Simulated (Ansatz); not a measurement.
# GeH₂O + NH₃: a complex and its separated parts

The complex below is one end of an elementary step. How strongly is it bound against its free parts?

Computed with Ansatz 0.2.0, Gaussian basis. Level: PBE0-D4/def2-TZVP structures, single points in def2-TZVPP, no counterpoise correction.

Levels: SPW92, PBE-D4, BLYP-D4, r2SCAN-D4, B97M-V, PBE0-D4, B3LYP-D4, r2SCAN0-D4, BHLYP-D4, CAM-B3LYP-D4, wB97X-V, wB97M-V, B2PLYP, PBE-QIDH, RPA on PBE, Hartree-Fock, MP2, CCSD, CCSD(T).

Correlated methods freeze the cores. Filled d shells of the heavier atoms are correlated. B3LYP uses VWN-RPA correlation. B2PLYP carries no dispersion term here.

56 further runs of the same task are left out: 56 set aside as unsound or not needed. Runs told in other sessions of the task aren't counted.

**1. The starting structure**

The complex: 8 atoms, charge 0, spin multiplicity 1.

Atoms are counted from 1 here; the program's logs count them from 0.

Bond lengths: Ge1–N2 2.140 Å, Ge1–O3 1.655 Å, Ge1–H5 1.553 Å, Ge1–H6 1.553 Å, N2–H4 1.019 Å, N2–H7 1.014 Å, N2–H8 1.014 Å. Angles: N2–Ge1–O3 97.3°, N2–Ge1–H5 96.8°, N2–Ge1–H6 96.8°, O3–Ge1–H5 123.3°, O3–Ge1–H6 123.3°, H5–Ge1–H6 109.0°, Ge1–N2–H4 96.5°, Ge1–N2–H7 116.0°, Ge1–N2–H8 116.0°, H4–N2–H7 109.2°, H4–N2–H8 109.2°, H7–N2–H8 109.0°.

Coordinates:

```xyz
8

Ge   -1.11535    0.12631    0.03944
N     1.01178   -0.09909   -0.01302
O    -1.45360   -0.76303   -1.31485
H     1.04550   -0.67331   -0.85412
H    -1.13550    1.67918    0.06721
H    -1.32161   -0.40696    1.48362
H     1.42362   -0.61285    0.75854
H     1.54515    0.74984   -0.16692
```

Its parts: GeH₂O holds atoms 1, 3, 5, 6; NH₃ holds atoms 2, 4, 7, 8. Each part counts its atoms afresh in its own runs.

**2. Relaxing GeH₂O alone**

relax-a/in.yaml reads:

```yaml
crystal:
  periodic: [false, false, false]
  atoms:
    - {symbol: Ge, position_ang: [-1.115350, 0.126307, 0.039436]}
    - {symbol: O, position_ang: [-1.453600, -0.763031, -1.314851]}
    - {symbol: H, position_ang: [-1.135496, 1.679179, 0.067209]}
    - {symbol: H, position_ang: [-1.321613, -0.406957, 1.483622]}
basis:
  gaussian: {orbitals: def2-TZVP}
hamiltonian: {xc: pbe0, dispersion: d4}
relax: {f_tol: 0.005, max_steps: 200}
```

Launch:

```console
$ ansatz run in.yaml --threads 4 --pin off --events-out ev --progress --plain --max-ram 9574MiB
```

The program printed (excerpt; [...] marks lines left out):

```text
Functional definition: PBE0
  name "PBE0"
  cite "Adamo & Barone, J. Chem. Phys. 110, 6158 (1999) doi:10.1063/1.478522"
  cite "Perdew, Burke & Ernzerhof, Phys. Rev. Lett. 77, 3865 (1996) doi:10.1103/PhysRevLett.77.3865"
  parent pbe
[...]
640 factors; their error is unknown
[...]
mean field -58587.81789245 eV, -2153.0625952983 hartree, gradient 7.1e-5 eV, S^2 0.000000; 0 other end points of the search recorded, 0 dependent functions left out
[...]
reference -58587.81791472 eV, -2153.0625961165 hartree; 21, 21 occupied and 70, 70 virtual orbitals, 640 factors
[...]
640 factors; their error is unknown
[...]
mean field -58587.93864003 eV, -2153.0670326901 hartree, gradient 6.7e-5 eV, S^2 0.000000; 1 other end points of the search recorded, 0 dependent functions left out
[...]
reference -58587.93866182 eV, -2153.0670334907 hartree; 21, 21 occupied and 70, 70 virtual orbitals, 640 factors
Total energy: -58587.97594714 eV, -2153.0684037009 hartree
Atom 0 at    -1.257955     0.149691     0.055138 Å, force     0.000091     0.000628     0.000936 eV/Å
Atom 1 at    -1.399911    -0.754973    -1.295928 Å, force     0.000029     0.000170     0.000255 eV/Å
Atom 2 at    -1.089386     1.681975     0.037325 Å, force    -0.000075    -0.000565    -0.000483 eV/Å
Atom 3 at    -1.278807    -0.441194     1.478882 Å, force    -0.000045    -0.000233    -0.000708 eV/Å
Dipole moment:     0.070936     0.452063     0.675133 e Å
```

Wall time 3.8 s (4 threads of Arm Neoverse V1, shared host).

Along the way:

| step | energy from step 1 (eV) | largest force component (eV/Å) |
| --- | --- | --- |
| 1 | 0.0000 | 1.2360 |
| 2 | -0.0782 | 1.1285 |
| 3 | -0.1164 | 0.4242 |
| 4 | -0.1206 | 0.0637 |
| 5 | -0.1208 | 0.0158 |
| 6 | -0.1208 | 0.0009 |

Close pairs (by a distance rule), those that changed most:

```csv
bond,before (Å),after (Å),change (Å)
Ge1–O2,1.655,1.632,-0.023
Ge1–H4,1.553,1.542,-0.012
Ge1–H3,1.553,1.542,-0.012
```

**3. Relaxing NH₃ alone**

relax-b/in.yaml reads:

```yaml
crystal:
  periodic: [false, false, false]
  atoms:
    - {symbol: N, position_ang: [1.011778, -0.099087, -0.013017]}
    - {symbol: H, position_ang: [1.045504, -0.673310, -0.854118]}
    - {symbol: H, position_ang: [1.423622, -0.612846, 0.758537]}
    - {symbol: H, position_ang: [1.545152, 0.749845, -0.166920]}
basis:
  gaussian: {orbitals: def2-TZVP}
hamiltonian: {xc: pbe0, dispersion: d4}
relax: {f_tol: 0.005, max_steps: 200}
```

Launch:

```console
$ ansatz run in.yaml --threads 4 --pin off --events-out ev --progress --plain --max-ram 9574MiB
```

The program printed (excerpt; [...] marks lines left out):

```text
[... 5 set-up lines as earlier in the session ...]
[...]
287 factors; their error is unknown
[...]
mean field -1537.79096916 eV, -56.5127757644 hartree, gradient 4.7e-5 eV, S^2 0.000000; 0 other end points of the search recorded, 0 dependent functions left out
[...]
Total energy: -1537.80844344 eV, -56.5134179323 hartree
Atom 0 at     0.988909    -0.093991    -0.008520 Å, force     0.001104     0.000844     0.001365 eV/Å
Atom 1 at     1.058393    -0.665746    -0.841282 Å, force    -0.000336    -0.001140    -0.001712 eV/Å
Atom 2 at     1.429464    -0.609627     0.743383 Å, force    -0.000365     0.000335     0.000044 eV/Å
Atom 3 at     1.549291     0.733966    -0.169099 Å, force    -0.000403    -0.000038     0.000303 eV/Å
Dipole moment:     0.334819    -0.081154    -0.075528 e Å
```

It took 0.75 s on 4 threads of Arm Neoverse V1, shared host.

The steps of the relaxation:

```csv
step,energy from step 1 (eV),largest force component (eV/Å)
1,0.0000,0.3380
2,-0.0068,0.1510
3,-0.0074,0.1881
4,-0.0084,0.0017
```

Distances of close pairs at the start and the end, largest changes first:

```csv
bond,before (Å),after (Å),change (Å)
N1–H2,1.019,1.013,-0.006
N1–H3,1.014,1.013,-0.002
N1–H4,1.014,1.013,-0.002
```

**4. SPW92/def2-TZVPP**

parta/in.yaml reads:

```yaml
crystal:
  periodic: [false, false, false]
  atoms:
    - {symbol: Ge, position_ang: [-1.257955, 0.149691, 0.055138]}
    - {symbol: O, position_ang: [-1.399911, -0.754973, -1.295928]}
    - {symbol: H, position_ang: [-1.089386, 1.681975, 0.037325]}
    - {symbol: H, position_ang: [-1.278807, -0.441194, 1.478882]}
basis:
  gaussian: {orbitals: def2-TZVPP}
hamiltonian: {xc: lda}
```

partb/in.yaml reads:

```yaml
crystal:
  periodic: [false, false, false]
  atoms:
    - {symbol: N, position_ang: [0.988909, -0.093991, -0.008520]}
    - {symbol: H, position_ang: [1.058393, -0.665746, -0.841282]}
    - {symbol: H, position_ang: [1.429464, -0.609627, 0.743383]}
    - {symbol: H, position_ang: [1.549291, 0.733966, -0.169099]}
basis:
  gaussian: {orbitals: def2-TZVPP}
hamiltonian: {xc: lda}
```

Each run has its own folder and the same command.

Launch:

```console
$ ansatz run in.yaml --threads 4 --pin off --events-out ev --progress --plain --max-ram 9574MiB
```

Log of parta (excerpt; [...] marks lines left out):

```text
Functional definition: SPW92
  name "SPW92"
  cite "Dirac, Proc. Camb. Phil. Soc. 26, 376 (1930) doi:10.1017/S0305004100016108"
  cite "Slater, Phys. Rev. 81, 385 (1951) doi:10.1103/PhysRev.81.385"
  cite "Perdew & Wang, Phys. Rev. B 45, 13244 (1992) doi:10.1103/PhysRevB.45.13244"
[...]
627 factors; their error is unknown
[...]
mean field -58496.49161261 eV, -2149.7064164174 hartree, gradient 4.1e-5 eV, S^2 0.000000; 0 other end points of the search recorded, 0 dependent functions left out
reference -58496.49163909 eV, -2149.7064173905 hartree; 21, 21 occupied and 86, 86 virtual orbitals, 627 factors
Total energy: -58496.49163909 eV, -2149.7064173905 hartree
```

Output in partb (excerpt; [...] marks lines left out):

```text
[... 5 set-up lines as earlier in the session ...]
[...]
332 factors; their error is unknown
[...]
mean field -1526.58937000 eV, -56.1011245880 hartree, gradient 8.6e-5 eV, S^2 0.000000; 0 other end points of the search recorded, 0 dependent functions left out
reference -1526.58938940 eV, -56.1011253009 hartree; 5, 5 occupied and 68, 68 virtual orbitals, 332 factors
Total energy: -1526.58938940 eV, -56.1011253009 hartree
```

Wall times: 0.3 s (parta), 0.15 s (partb) on 4 threads of Arm Neoverse V1, shared host.

**5. PBE-D4/def2-TZVPP**

Each input of step 4 (parta, partb) changes in the same lines:

```diff
-hamiltonian: {xc: lda}
+hamiltonian: {xc: pbe, dispersion: d4}
```

One command serves all of them, each in its own folder.

Launch:

```console
$ ansatz run in.yaml --threads 4 --pin off --events-out ev --progress --plain --max-ram 9574MiB
```

parta printed (excerpt; [...] marks lines left out):

```text
Functional definition: PBE
  name "PBE"
[... 2 set-up lines as earlier in the session ...]
[...]
627 factors; their error is unknown
[...]
mean field -58586.78086788 eV, -2153.0244853481 hartree, gradient 3.0e-5 eV, S^2 0.000000; 0 other end points of the search recorded, 0 dependent functions left out
reference -58586.78089611 eV, -2153.0244863858 hartree; 21, 21 occupied and 86, 86 virtual orbitals, 627 factors
Total energy: -58586.82604785 eV, -2153.0261456814 hartree
```

partb printed (excerpt; [...] marks lines left out):

```text
[... 4 set-up lines as earlier in the session ...]
[...]
332 factors; their error is unknown
[...]
mean field -1537.73153366 eV, -56.5105915503 hartree, gradient 5.7e-5 eV, S^2 0.000000; 0 other end points of the search recorded, 0 dependent functions left out
reference -1537.73155401 eV, -56.5105922980 hartree; 5, 5 occupied and 68, 68 virtual orbitals, 332 factors
Total energy: -1537.74293207 eV, -56.5110104339 hartree
```

Times: 0.4 s (parta), 0.2 s (partb) on 4 threads of Arm Neoverse V1, shared host.

**6. BLYP-D4/def2-TZVPP**

The same edit goes into each in.yaml of step 5 (parta, partb):

```diff
-hamiltonian: {xc: pbe, dispersion: d4}
+hamiltonian: {xc: {name: BLYP}, dispersion: d4}
```

One command serves all of them, each in its own folder.

Launch:

```console
$ ansatz run in.yaml --threads 4 --pin off --events-out ev --progress --plain --max-ram 9574MiB
```

Log of parta (excerpt; [...] marks lines left out):

```text
Functional definition: BLYP
  name "BLYP"
  cite "Becke, Phys. Rev. A 38, 3098 (1988) doi:10.1103/PhysRevA.38.3098"
  cite "Lee, Yang & Parr, Phys. Rev. B 37, 785 (1988) doi:10.1103/PhysRevB.37.785"
[...]
627 factors; their error is unknown
[...]
mean field -58598.90298821 eV, -2153.4699650537 hartree, gradient 4.9e-5 eV, S^2 0.000000; 0 other end points of the search recorded, 0 dependent functions left out
reference -58598.90324227 eV, -2153.4699743901 hartree; 21, 21 occupied and 86, 86 virtual orbitals, 627 factors
Total energy: -58599.00545426 eV, -2153.4737306117 hartree
```

partb printed (excerpt; [...] marks lines left out):

```text
[... 4 set-up lines as earlier in the session ...]
[...]
332 factors; their error is unknown
[...]
mean field -1539.10791682 eV, -56.5611726982 hartree, gradient 5.2e-5 eV, S^2 0.000000; 0 other end points of the search recorded, 0 dependent functions left out
reference -1539.10810239 eV, -56.5611795177 hartree; 5, 5 occupied and 68, 68 virtual orbitals, 332 factors
Total energy: -1539.13555200 eV, -56.5621882724 hartree
```

Times: 0.45 s (parta), 0.2 s (partb) on 4 threads of Arm Neoverse V1, shared host.

**7. r2SCAN-D4/def2-TZVPP**

The same edit goes into each in.yaml of step 6 (parta, partb):

```diff
-hamiltonian: {xc: {name: BLYP}, dispersion: d4}
+hamiltonian: {xc: r2scan, dispersion: d4}
```

The same command starts each run, in its folder.

Launch:

```console
$ ansatz run in.yaml --threads 4 --pin off --events-out ev --progress --plain --max-ram 9574MiB
```

parta printed (excerpt; [...] marks lines left out):

```text
Functional definition: r2SCAN
  name "r2SCAN"
  cite "Furness, Kaplan, Ning, Perdew & Sun, J. Phys. Chem. Lett. 11, 8208 (2020) doi:10.1021/acs.jpclett.0c02405"
  cite "Furness, Kaplan, Ning, Perdew & Sun, J. Phys. Chem. Lett. 11, 9248 (2020) doi:10.1021/acs.jpclett.0c03077"
  parent r2scan
[...]
627 factors; their error is unknown
[...]
mean field -58596.13944942 eV, -2153.3684068765 hartree, gradient 5.0e-5 eV, S^2 0.000000; 0 other end points of the search recorded, 0 dependent functions left out
reference -58596.13945716 eV, -2153.3684071607 hartree; 21, 21 occupied and 86, 86 virtual orbitals, 627 factors
Total energy: -58596.14920503 eV, -2153.3687653883 hartree
```

Log of partb (excerpt; [...] marks lines left out):

```text
[... 5 set-up lines as earlier in the session ...]
[...]
332 factors; their error is unknown
[...]
mean field -1538.76471789 eV, -56.5485603704 hartree, gradient 2.9e-5 eV, S^2 0.000000; 0 other end points of the search recorded, 0 dependent functions left out
reference -1538.76472435 eV, -56.5485606076 hartree; 5, 5 occupied and 68, 68 virtual orbitals, 332 factors
Total energy: -1538.76743733 eV, -56.5486603078 hartree
```

Times: 1.1 s (parta), 0.5 s (partb) on 4 threads of Arm Neoverse V1, shared host.

**8. B97M-V/def2-TZVPP**

Each input of step 7 (parta, partb) changes in the same lines:

```diff
-hamiltonian: {xc: r2scan, dispersion: d4}
+hamiltonian: {xc: {name: B97M-V}}
```

One command serves all of them, each in its own folder.

Launch:

```console
$ ansatz run in.yaml --threads 4 --pin off --events-out ev --progress --plain --max-ram 9574MiB
```

Output in parta (excerpt; [...] marks lines left out):

```text
Functional definition: B97M-V
  name "B97M-V"
  cite "Mardirossian & Head-Gordon, J. Chem. Phys. 142, 074111 (2015) doi:10.1063/1.4907719"
  cite "Becke, J. Chem. Phys. 107, 8554 (1997) doi:10.1063/1.475007"
  cite "Vydrov & Van Voorhis, J. Chem. Phys. 133, 244103 (2010) doi:10.1063/1.3521275"
  # Of w^i u^j: cxij and so on, Table III.
[...]
  gx(w, u) = cx00 + cx01*u + cx02*u^2 + (cx10 + cx11*u)*w
[...]
  gos(w, u) = cos00 + cos01*u + cos03*u^3 + cos10*w + cos32*w^3*u^2
[...]
      + integral(e_c_pw_mod_opposite_spin*gos(b97_w_opposite, b97_u_opposite)) + vv10(b, c)
627 factors; their error is unknown
[...]
mean field -58586.25947498 eV, -2153.0053245126 hartree, gradient 3.5e-5 eV, S^2 0.000000; 0 other end points of the search recorded, 0 dependent functions left out
reference -58586.25951578 eV, -2153.0053260119 hartree; 21, 21 occupied and 86, 86 virtual orbitals, 627 factors
Total energy: -58586.25951578 eV, -2153.0053260119 hartree
```

Log of partb (excerpt; [...] marks lines left out):

```text
[... 5 set-up lines as earlier in the session ...]
  # Of w^i u^j: cxij and so on, Table III.
[...]
  gx(w, u) = cx00 + cx01*u + cx02*u^2 + (cx10 + cx11*u)*w
[...]
  gos(w, u) = cos00 + cos01*u + cos03*u^3 + cos10*w + cos32*w^3*u^2
[...]
      + integral(e_c_pw_mod_opposite_spin*gos(b97_w_opposite, b97_u_opposite)) + vv10(b, c)
332 factors; their error is unknown
[...]
mean field -1539.38747615 eV, -56.5714463143 hartree, gradient 4.5e-5 eV, S^2 0.000000; 0 other end points of the search recorded, 0 dependent functions left out
reference -1539.38750898 eV, -56.5714475206 hartree; 5, 5 occupied and 68, 68 virtual orbitals, 332 factors
Total energy: -1539.38750898 eV, -56.5714475206 hartree
```

Wall times: 1.8 s (parta), 0.6 s (partb) on 4 threads of Arm Neoverse V1, shared host.

**9. PBE0-D4/def2-TZVPP**

Each input of step 8 (parta, partb) changes in the same lines:

```diff
-hamiltonian: {xc: {name: B97M-V}}
+hamiltonian: {xc: pbe0, dispersion: d4}
+output: {orbitals: {seedname: orbitals}}
```

One command serves all of them, each in its own folder.

Launch:

```console
$ ansatz run in.yaml --threads 4 --pin off --events-out ev --progress --plain --max-ram 9574MiB
```

Log of parta (excerpt; [...] marks lines left out):

```text
[... 5 set-up lines as earlier in the session ...]
[...]
670 factors; their error is unknown
[...]
mean field -58587.95206582 eV, -2153.0675260786 hartree, gradient 5.2e-5 eV, S^2 0.000000; 0 other end points of the search recorded, 0 dependent functions left out
reference -58587.95208756 eV, -2153.0675268776 hartree; 21, 21 occupied and 86, 86 virtual orbitals, 670 factors
Total energy: -58587.98937288 eV, -2153.0688970878 hartree
```

partb printed (excerpt; [...] marks lines left out):

```text
[... 5 set-up lines as earlier in the session ...]
[...]
332 factors; their error is unknown
[...]
mean field -1537.87184793 eV, -56.5157480043 hartree, gradient 8.4e-6 eV, S^2 0.000000; 0 other end points of the search recorded, 0 dependent functions left out
reference -1537.87186384 eV, -56.5157485891 hartree; 5, 5 occupied and 68, 68 virtual orbitals, 332 factors
Total energy: -1537.88097970 eV, -56.5160835906 hartree
```

Wall times: 0.5 s (parta), 0.2 s (partb) on 4 threads of Arm Neoverse V1, shared host.

**10. B3LYP-D4/def2-TZVPP**

The same edit goes into each in.yaml of step 9 (parta, partb):

```diff
-hamiltonian: {xc: pbe0, dispersion: d4}
-output: {orbitals: {seedname: orbitals}}
+hamiltonian: {xc: {name: B3LYP}, dispersion: d4}
```

Each run has its own folder and the same command.

Launch:

```console
$ ansatz run in.yaml --threads 4 --pin off --events-out ev --progress --plain --max-ram 9574MiB
```

parta printed (excerpt; [...] marks lines left out):

```text
Functional definition: B3LYP
  name "B3LYP"
  cite "Stephens, Devlin, Chabalowski & Frisch, J. Phys. Chem. 98, 11623 (1994) doi:10.1021/j100096a001"
[... 2 set-up lines as earlier in the session ...]
  cite "Vosko, Wilk & Nusair, Can. J. Phys. 58, 1200 (1980) doi:10.1139/p80-159"
[...]
658 factors; their error is unknown
[...]
mean field -58598.74716046 eV, -2153.4642384893 hartree, gradient 8.2e-5 eV, S^2 0.000000; 0 other end points of the search recorded, 0 dependent functions left out
reference -58598.74735392 eV, -2153.4642455990 hartree; 21, 21 occupied and 86, 86 virtual orbitals, 658 factors
Total energy: -58598.82147471 eV, -2153.4669694879 hartree
```

Output in partb (excerpt; [...] marks lines left out):

```text
[... 6 set-up lines as earlier in the session ...]
[...]
332 factors; their error is unknown
[...]
mean field -1539.85469673 eV, -56.5886163538 hartree, gradient 2.8e-5 eV, S^2 0.000000; 0 other end points of the search recorded, 0 dependent functions left out
reference -1539.85483634 eV, -56.5886214843 hartree; 5, 5 occupied and 68, 68 virtual orbitals, 332 factors
Total energy: -1539.87289735 eV, -56.5892852143 hartree
```

Wall times: 0.5 s (parta), 0.2 s (partb) on 4 threads of Arm Neoverse V1, shared host.

**11. r2SCAN0-D4/def2-TZVPP**

The same edit goes into each in.yaml of step 10 (parta, partb):

```diff
-hamiltonian: {xc: {name: B3LYP}, dispersion: d4}
+hamiltonian: {xc: {name: r2SCAN0}, dispersion: d4}
```

One command serves all of them, each in its own folder.

Launch:

```console
$ ansatz run in.yaml --threads 4 --pin off --events-out ev --progress --plain --max-ram 9574MiB
```

Log of parta (excerpt; [...] marks lines left out):

```text
Functional definition: r2SCAN0
  name "r2SCAN0"
  cite "Bursch, Neugebauer, Ehlert & Grimme, J. Chem. Phys. 156, 134105 (2022) doi:10.1063/5.0086040"
[... 3 set-up lines as earlier in the session ...]
[...]
670 factors; their error is unknown
[...]
mean field -58595.07662279 eV, -2153.3293487180 hartree, gradient 7.2e-5 eV, S^2 0.000000; 0 other end points of the search recorded, 0 dependent functions left out
reference -58595.07662897 eV, -2153.3293489454 hartree; 21, 21 occupied and 86, 86 virtual orbitals, 670 factors
Total energy: -58595.08827752 eV, -2153.3297770215 hartree
```

Log of partb (excerpt; [...] marks lines left out):

```text
[... 6 set-up lines as earlier in the session ...]
[...]
332 factors; their error is unknown
[...]
mean field -1538.56925869 eV, -56.5413773773 hartree, gradient 4.6e-5 eV, S^2 0.000000; 0 other end points of the search recorded, 0 dependent functions left out
reference -1538.56926378 eV, -56.5413775642 hartree; 5, 5 occupied and 68, 68 virtual orbitals, 332 factors
Total energy: -1538.57226513 eV, -56.5414878617 hartree
```

They took 1.1 s (parta), 0.5 s (partb) on 4 threads of Arm Neoverse V1, shared host.

**12. BHLYP-D4/def2-TZVPP**

Each input of step 11 (parta, partb) changes in the same lines:

```diff
-hamiltonian: {xc: {name: r2SCAN0}, dispersion: d4}
+hamiltonian: {xc: {name: BHLYP}, dispersion: d4}
```

Each run has its own folder and the same command.

Launch:

```console
$ ansatz run in.yaml --threads 4 --pin off --events-out ev --progress --plain --max-ram 9574MiB
```

Log of parta (excerpt; [...] marks lines left out):

```text
Functional definition: BHLYP
  name "BHLYP"
  cite "Becke, J. Chem. Phys. 98, 1372 (1993) doi:10.1063/1.464304"
[... 2 set-up lines as earlier in the session ...]
[...]
755 factors; their error is unknown
[...]
mean field -58595.60570638 eV, -2153.3487921813 hartree, gradient 2.5e-5 eV, S^2 0.000000; 0 other end points of the search recorded, 0 dependent functions left out
reference -58595.60583977 eV, -2153.3487970834 hartree; 21, 21 occupied and 86, 86 virtual orbitals, 755 factors
Total energy: -58595.66326308 eV, -2153.3509073510 hartree
```

partb printed (excerpt; [...] marks lines left out):

```text
[... 5 set-up lines as earlier in the session ...]
[...]
346 factors; their error is unknown
[...]
mean field -1538.73562681 eV, -56.5474912930 hartree, gradient 7.6e-5 eV, S^2 0.000000; 0 other end points of the search recorded, 0 dependent functions left out
reference -1538.73572346 eV, -56.5474948445 hartree; 5, 5 occupied and 68, 68 virtual orbitals, 346 factors
Total energy: -1538.74642371 eV, -56.5478880717 hartree
```

They took 0.6 s (parta), 0.2 s (partb) on 4 threads of Arm Neoverse V1, shared host.

(Part 1 of 2 ends here.)
